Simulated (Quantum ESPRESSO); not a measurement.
V, 1 atom in the cell. Symmetry: Fmmm, No. 69, orthorhombic system. Conventional cell: a = 2.997 Å, b = 4.217 Å, c = 4.259 Å, α = 90.00°, β = 90.00°, γ = 90.00°. V (site symmetry mmm) has 8 V at 2.59 to 2.60 Å as nearest neighbours. The cell was built by a generator and needn't be a form met in nature.

- Program: Quantum ESPRESSO 7.5
- Task: single point
- Functional: PBE
- Potentials or basis: GBRV 1.5 PBE
- Cutoff: 762 eV
- Density cutoff: 6123 eV
- k mesh: 32 × 32 × 32
- Occupations: methfessel-paxton, width 0.2 eV
- Spin: no spin polarisation
- Mixing beta: 0.5
- Most SCF iterations: 120
- SCF threshold: 2e-10 Ry
- Tstress: yes
- Forc conv thr: 0.0001 Ry/bohr

Potentials or basis: GBRV 1.5 PBE.

Launch:

```sh
$ OMP_NUM_THREADS=1 mpirun -n 4 pw.x -nk 4 -in pw.in > pw.out
```

Hardware: 4 MPI ranks on Intel(R) Xeon(R) Platinum 8375C CPU @ 2.90GHz (Ice Lake), on a shared host.

Task: Estimate the wall time of this run.

Result: It took 2.4 min on 4 MPI ranks on Intel(R) Xeon(R) Platinum 8375C CPU @ 2.90GHz (Ice Lake), on a shared host, peak memory 0.8 GiB a rank. Counts: scf iterations 9, k pools 4, bands 12, k points 4505, g dense 14659.
